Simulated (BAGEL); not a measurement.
# A workflow on CH7NOSi (SMILES OCN[SiH3])

Aim: a single-point energy (HF/cc-pVDZ), then the energy (NEVPT2(2,2)/cc-pVDZ), then a single-point energy (CASPT2(2,2)/cc-pVDZ) of CH7NOSi. 

The results are computed with BAGEL 1.2.2.

1 further run of the same task is left out (set aside as unsound or not needed).

## (1) The system as given

The species is CH7NOSi (11 atoms), meant as a singlet with charge 0. As SMILES, `OCN[SiH3]`. One bond was lengthened or shortened from a relaxed shape.

Bond lengths: O1–C2 1.405 Å, C2–N3 1.218 Å, N3–Si4 1.720 Å, O1–H5 0.962 Å, C2–H6 1.095 Å, C2–H7 1.100 Å, N3–H8 1.009 Å, Si4–H9 1.487 Å, Si4–H10 1.492 Å, Si4–H11 1.485 Å. Some angles: O1–C2–N3 112.6°, C2–N3–Si4 124.6°, O1–C2–H6 104.7°, O1–C2–H7 111.2°, N3–C2–H6 112.6°, N3–C2–H7 107.8°, C2–O1–H5 107.2°, C2–N3–H8 113.6°, Si4–N3–H8 119.4°, N3–Si4–H9 108.0°.

## (2) The energy at HF/cc-pVDZ (density fitting with svp-jkfit) (run 1)

Contents of job.json:

```json
{ "bagel": [

{
  "title": "molecule",
  "basis": "cc-pvdz.json",
  "df_basis": "svp-jkfit",
  "angstrom": true,
  "geometry": [
    { "atom": "O", "xyz": [      -1.203306,       1.598207,      -0.712135 ] },
    { "atom": "C", "xyz": [      -0.005106,       0.987507,      -0.304335 ] },
    { "atom": "N", "xyz": [       0.021500,      -0.204300,      -0.552200 ] },
    { "atom": "Si", "xyz": [       0.472500,      -1.425900,       0.571200 ] },
    { "atom": "H", "xyz": [      -1.926006,       1.080807,      -0.343035 ] },
    { "atom": "H", "xyz": [       0.781594,       1.542807,      -0.825035 ] },
    { "atom": "H", "xyz": [       0.155494,       1.110307,       0.776665 ] },
    { "atom": "H", "xyz": [       0.033200,      -0.410500,      -1.539700 ] },
    { "atom": "H", "xyz": [      -0.212700,      -1.140500,       1.860100 ] },
    { "atom": "H", "xyz": [       1.934400,      -1.515500,       0.858100 ] },
    { "atom": "H", "xyz": [       0.037100,      -2.731600,       0.012700 ] }
  ]
},

{
  "title": "hf"
},

{
  "title": "print",
  "file": "orbitals.molden",
  "orbitals": true
}

]}
```

The basis set cc-pVDZ is read from a file made from the Basis Set Exchange's data (not shown).

Run with:

```bash
$ BAGEL_NUM_THREADS=1 BAGEL job.json > job.out
```

Output:

```text
* using 1 threads per process

  ===============================================================
  ===============================================================

  *** Geometry ***

  { "atom" : "O", "xyz" : [     -2.273919,      3.020174,     -1.345740 ] },
  { "atom" : "C", "xyz" : [     -0.009649,      1.866118,     -0.575110 ] },
  { "atom" : "N", "xyz" : [      0.040629,     -0.386071,     -1.043507 ] },
  { "atom" : "Si", "xyz" : [      0.892896,     -2.694560,      1.079412 ] },
  { "atom" : "H", "xyz" : [     -3.639624,      2.042429,     -0.648242 ] },
  { "atom" : "H", "xyz" : [      1.476999,      2.915483,     -1.559090 ] },
  { "atom" : "H", "xyz" : [      0.293841,      2.098176,      1.467684 ] },
  { "atom" : "H", "xyz" : [      0.062739,     -0.775733,     -2.909611 ] },
  { "atom" : "H", "xyz" : [     -0.401945,     -2.155233,      3.515080 ] },
  { "atom" : "H", "xyz" : [      3.655486,     -2.863880,      1.621574 ] },
  { "atom" : "H", "xyz" : [      0.070109,     -5.161976,      0.024000 ] },

  Number of auxiliary basis functions:      483

  Since a DF basis is specified, we compute 2- and 3-index integrals:
    o Being stored without compression. Storage requirement is 0.035 GB

  Number of basis functions:       95
  Number of electrons      :       42

    * METHOD: MOLECULE                             0.26

  *** RHF ***

  === Nuclear Repulsion ===
   180.6996290614

      * DIIS with orbital gradients will be used.

  === RHF iteration (cc-pvdz.json) ===
      0       -459.88656622          0.01604355           0.07
      1       -460.07728473          0.00973151           0.07
      2       -460.14531906          0.00141375           0.07
      3       -460.14727827          0.00025010           0.07
      4       -460.14732630          0.00006758           0.07
      5       -460.14733136          0.00001979           0.07
      6       -460.14733178          0.00000730           0.07
      7       -460.14733185          0.00000199           0.07
      8       -460.14733186          0.00000074           0.07
      9       -460.14733186          0.00000021           0.07
     10       -460.14733186          0.00000006           0.07
     11       -460.14733186          0.00000002           0.07
     12       -460.14733186          0.00000001           0.07
    * SCF iteration converged.

    * Permanent dipole moment:
           (   -0.161070,     0.665128,    -0.045752) a.u.

    * METHOD: HF                                   1.06

    * METHOD: PRINT                                0.02

  ===============================================================
```

Run time: 1.5 s. Hardware: 1 thread of Arm Neoverse V1, shared host.

## (3) The energy at NEVPT2(2,2)/cc-pVDZ (density fitting with svp-jkfit) (run 2)

Contents of input.json:

```json
{ "bagel": [

{
  "title": "molecule",
  "basis": "cc-pvdz.json",
  "df_basis": "svp-jkfit",
  "angstrom": "true",
  "geometry": [
    { "atom": "O", "xyz": [      -1.203306,       1.598207,      -0.712135 ] },
    { "atom": "C", "xyz": [      -0.005106,       0.987507,      -0.304335 ] },
    { "atom": "N", "xyz": [       0.021500,      -0.204300,      -0.552200 ] },
    { "atom": "Si", "xyz": [       0.472500,      -1.425900,       0.571200 ] },
    { "atom": "H", "xyz": [      -1.926006,       1.080807,      -0.343035 ] },
    { "atom": "H", "xyz": [       0.781594,       1.542807,      -0.825035 ] },
    { "atom": "H", "xyz": [       0.155494,       1.110307,       0.776665 ] },
    { "atom": "H", "xyz": [       0.033200,      -0.410500,      -1.539700 ] },
    { "atom": "H", "xyz": [      -0.212700,      -1.140500,       1.860100 ] },
    { "atom": "H", "xyz": [       1.934400,      -1.515500,       0.858100 ] },
    { "atom": "H", "xyz": [       0.037100,      -2.731600,       0.012700 ] }
  ]
},

{ "title": "hf" },

{
  "title": "nevpt2",
  "nstate": 1,
  "nact": 2,
  "nclosed": 20,
  "nspin": 0,
  "active": [10, 35],
  "maxiter": 200,
  "natocc": "true",
  "ncore": 8
},

{ "title": "print", "file": "orbitals.molden", "orbitals": "true" }

]}
```

The basis set cc-pVDZ is read from a file made from the Basis Set Exchange's data (not shown).

Run with:

```bash
$ BAGEL_NUM_THREADS=1 BAGEL input.json > input.out
```

Output:

```text
* using 1 threads per process

  ===============================================================
  ===============================================================

  *** Geometry ***

  { "atom" : "O", "xyz" : [     -2.273919,      3.020174,     -1.345740 ] },
  { "atom" : "C", "xyz" : [     -0.009649,      1.866118,     -0.575110 ] },
  { "atom" : "N", "xyz" : [      0.040629,     -0.386071,     -1.043507 ] },
[... 7 lines of this table left out ...]
  { "atom" : "H", "xyz" : [      0.070109,     -5.161976,      0.024000 ] },

  Number of auxiliary basis functions:      483

  Since a DF basis is specified, we compute 2- and 3-index integrals:
    o Being stored without compression. Storage requirement is 0.035 GB

  Number of basis functions:       95
  Number of electrons      :       42

    * METHOD: MOLECULE                             0.26

  *** RHF ***

  === Nuclear Repulsion ===
   180.6996290614

      * DIIS with orbital gradients will be used.

  === RHF iteration (cc-pvdz.json) ===
      0       -459.88656622          0.01604355           0.07
      1       -460.07728473          0.00973151           0.06
      2       -460.14531906          0.00141375           0.06
[... 9 lines of this table left out ...]
     12       -460.14733186          0.00000001           0.07
    * SCF iteration converged.

    * Permanent dipole moment:
           (   -0.161070,     0.665128,    -0.045752) a.u.

    * METHOD: HF                                   1.03

    * freezing 8 orbitals
  ---------------------------
      CASSCF calculation
  ---------------------------

    ==== Active orbitals : =====
         Orbital 10
         Orbital 35
    ============================

    * nstate   :      1
    * nclosed  :     20
    * nact     :      2
    * nvirt    :     73
  === CASSCF iteration (cc-pvdz.json) ===

    * Using the second-order algorithm

      0  0      -460.14735140     5.21e-06      0.02

      1  0      -460.14744189     1.91e-05      0.23
[... 19 lines of this table left out ...]
     11  0      -460.15811583     5.75e-09      0.32

    * Second-order optimization converged. *

     guess   0:   closed 1.                   open ..

  === FCI iteration ===

      0  0      -460.14728368     9.30e-02      0.00
      1  0      -460.15811553     3.61e-04      0.00
      2  0 *    -460.15811583     1.85e-15      0.00

     * ci vector, state   0, <S^2> = 0.0000
       2.     0.9983096638
       .2    -0.0581189750

  === DF-NEVPT2 calculation ===

    * 3-index integral transformation done
    * assembly done

      NEVPT2 correlation energy:   -0.5832615566      0.26

          (+0)     -0.4936777996
          (+0)'    -0.0315679622
          (+1)     -0.0072097794
          (+1)'    -0.0000000000
          (+2)     -0.0003624984
          (-1)     -0.0438399096
          (-1)'     0.0000000000
          (-2)     -0.0066036075

      NEVPT2 total energy:       -460.7413773860

    * METHOD: NEVPT2                               5.08

    * METHOD: PRINT                                0.02

  ===============================================================
```

It took 6.6 s on 1 thread of Arm Neoverse V1, shared host.

## (4) A single-point energy at CASPT2(2,2)/cc-pVDZ (density fitting with svp-jkfit) (run 3)

Contents of calc.json:

```json
{ "bagel": [

{
  "title": "molecule",
  "basis": "cc-pvdz.json",
  "df_basis": "svp-jkfit",
  "angstrom": true,
  "geometry": [
    { "atom": "O", "xyz": [   -1.203306,    1.598207,   -0.712135 ] },
    { "atom": "C", "xyz": [   -0.005106,    0.987507,   -0.304335 ] },
    { "atom": "N", "xyz": [    0.021500,   -0.204300,   -0.552200 ] },
    { "atom": "Si", "xyz": [    0.472500,   -1.425900,    0.571200 ] },
    { "atom": "H", "xyz": [   -1.926006,    1.080807,   -0.343035 ] },
    { "atom": "H", "xyz": [    0.781594,    1.542807,   -0.825035 ] },
    { "atom": "H", "xyz": [    0.155494,    1.110307,    0.776665 ] },
    { "atom": "H", "xyz": [    0.033200,   -0.410500,   -1.539700 ] },
    { "atom": "H", "xyz": [   -0.212700,   -1.140500,    1.860100 ] },
    { "atom": "H", "xyz": [    1.934400,   -1.515500,    0.858100 ] },
    { "atom": "H", "xyz": [    0.037100,   -2.731600,    0.012700 ] }
  ]
},
{
  "title": "hf"
},
{
  "title": "casscf",
  "nstate": 1,
  "nact": 2,
  "nclosed": 20,
  "active": [10, 35],
  "maxiter": 200,
  "natocc": true
},
{
  "title": "print",
  "file": "orbitals.molden",
  "orbitals": true
},
{
  "title": "smith",
  "method": "caspt2",
  "ms": true,
  "xms": true,
  "sssr": true,
  "shift": 0.2,
  "shift_imag": true,
  "ncore": 8
}

]}
```

The basis set cc-pVDZ is read from a file made from the Basis Set Exchange's data (not shown).

Run with:

```bash
$ BAGEL_NUM_THREADS=1 BAGEL calc.json > calc.out
```

Output:

```text
* using 1 threads per process

  ===============================================================
  ===============================================================

  *** Geometry ***

  { "atom" : "O", "xyz" : [     -2.273919,      3.020174,     -1.345740 ] },
  { "atom" : "C", "xyz" : [     -0.009649,      1.866118,     -0.575110 ] },
  { "atom" : "N", "xyz" : [      0.040629,     -0.386071,     -1.043507 ] },
[... 7 lines of this table left out ...]
  { "atom" : "H", "xyz" : [      0.070109,     -5.161976,      0.024000 ] },

  Number of auxiliary basis functions:      483

  Since a DF basis is specified, we compute 2- and 3-index integrals:
    o Being stored without compression. Storage requirement is 0.035 GB

  Number of basis functions:       95
  Number of electrons      :       42

    * METHOD: MOLECULE                             0.26

  *** RHF ***

  === Nuclear Repulsion ===
   180.6996290614

      * DIIS with orbital gradients will be used.

[... 6 lines left out ...]
    * SCF iteration converged.
[... 1 line left out ...]
    * Permanent dipole moment:
[... 27 lines left out ...]
    * Second-order optimization converged. *
[... 9 lines left out ...]
     * ci vector, state   0, <S^2> = 0.0000
[... 16 lines left out ...]
    * Zeroth order energy : state  0       -1.8043268578
[... 3 lines left out ...]
      -------------------------------------------  CASPT2 iteration  ---------------------------------------------------
       #      aibj      arbs      arbi      airj      risj      airs      arst      rist         Etot      error   time
      ------------------------------------------------------------------------------------------------------------------

       0  -0.49431  -0.00783  -0.04543  -0.00853  -0.00051  -0.02761  -0.00000   0.00000   -0.5842184  0.0025851   0.14
       1  -0.49516  -0.00797  -0.04589  -0.00882  -0.00057  -0.02860  -0.00000  -0.00000   -0.5870121  0.0004651   0.12
       2  -0.49523  -0.00797  -0.04590  -0.00885  -0.00057  -0.02862  -0.00000  -0.00000   -0.5871441  0.0000932   0.12
       3  -0.49523  -0.00797  -0.04590  -0.00883  -0.00057  -0.02864  -0.00000  -0.00000   -0.5871477  0.0000183   0.13
       4  -0.49523  -0.00797  -0.04590  -0.00884  -0.00057  -0.02864  -0.00000  -0.00000   -0.5871478  0.0000044   0.13
       5  -0.49523  -0.00797  -0.04590  -0.00884  -0.00057  -0.02864   0.00000  -0.00000   -0.5871478  0.0000009   0.13

      ------------------------------------------------------------------------------------------------------------------

    * CASPT2 energy : state  0     -460.7477764562
        w/o shift correction       -460.7452636626
        reference weight              0.8478948766

    * METHOD: SMITH                                1.07

  ===============================================================
```

Wall time 7.5 s (1 thread of Arm Neoverse V1, shared host); peak memory 0.26 GiB.

## (5) What came out

| quantity | value |
| --- | --- |
| run 1, HF/cc-pVDZ: total energy | -460.14733 Eh |
| run 1, HF/cc-pVDZ: dipole moment | 1.74 D |
| run 1, HF/cc-pVDZ: HOMO energy | -10.32 eV |
| run 1, HF/cc-pVDZ: LUMO energy | 4.03 eV |
| run 1, HF/cc-pVDZ: HOMO–LUMO gap | 14.35 eV |
| run 2, NEVPT2(2,2)/cc-pVDZ: total energy | -460.74138 Eh |
| run 3, CASPT2(2,2)/cc-pVDZ: total energy | -460.74778 Eh |
